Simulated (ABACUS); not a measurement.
Runs of ABACUS 3.10.1 on HfIn4SiO6. The structure is trigonal, space group P312 (No. 149). Conventional cell: a = 5.277 Å, b = 5.277 Å, c = 10.559 Å, α = 90.00°, β = 90.00°, γ = 120.00°. Hf (site symmetry 32) has 6 O at 2.10 Å as nearest neighbours. In (site symmetry 3) is surrounded by 3 O at 2.62 Å. In (site symmetry 3) has 3 O at 2.32 Å as nearest neighbours. Si (site symmetry 32) has 6 O at 1.83 Å as nearest neighbours. Around O (site symmetry 1) lie 1 Si at 1.83 Å and 1 Hf at 2.10 Å. The cell was built by a generator and needn't be a form met in nature.

```csv
task,level,potentials or basis,cell,k mesh,cutoff (eV),SCF threshold on the density,eigensolver,symmetry key,threshold of the eigensolver,path,gap on the mesh (eV),pressure (GPa),largest force (eV/Å)
single point,PBE,"SG15 ONCV 1.2 PBE, plane waves",as given,4 × 4 × 2,1143,1e-08,dav,1,-,-,0.34,0.1,(a)
single point,PBE,"PseudoDojo NC SR 0.4.1 PBE standard, DZP LCAO (the cutoffs set its grid)",as given,6 × 6 × 3,1361,1e-07,genelpa,1,-,-,0.10,1.1,(b)
relaxation of cell and atoms,PBE,"SG15 ONCV 1.2 PBE, plane waves",relaxed,4 × 4 × 2,1143,1e-08,dav,1,-,-,0.34,0.1,0.01
single point,LDA,"PseudoDojo NC SR 0.4.1 LDA stringent, plane waves",as given,4 × 4 × 2,1796,1e-08,dav,1,-,-,0.38,-5.7,0.56
```

Alike in all rows: no spin polarisation; smearing fermi-dirac 0.05 eV.

Question: Estimate the missing entries.

Answer: (a) 0.05; (b) 0.20.

Caveats: spin-orbit coupling is left out, which moves the levels of the heavy elements; the atomic orbitals were generated for these runs and aren't a published set (some runs); an odd mesh through Γ misses points on the zone boundary, where band edges often lie (some runs); the basis of atomic orbitals isn't converged, which shifts pressures, moduli and gaps (some runs).

A k mesh can miss the band edges, and the runs leave out spin-orbit coupling on Hf, In.

The runs don't all hold the same shells in valence.
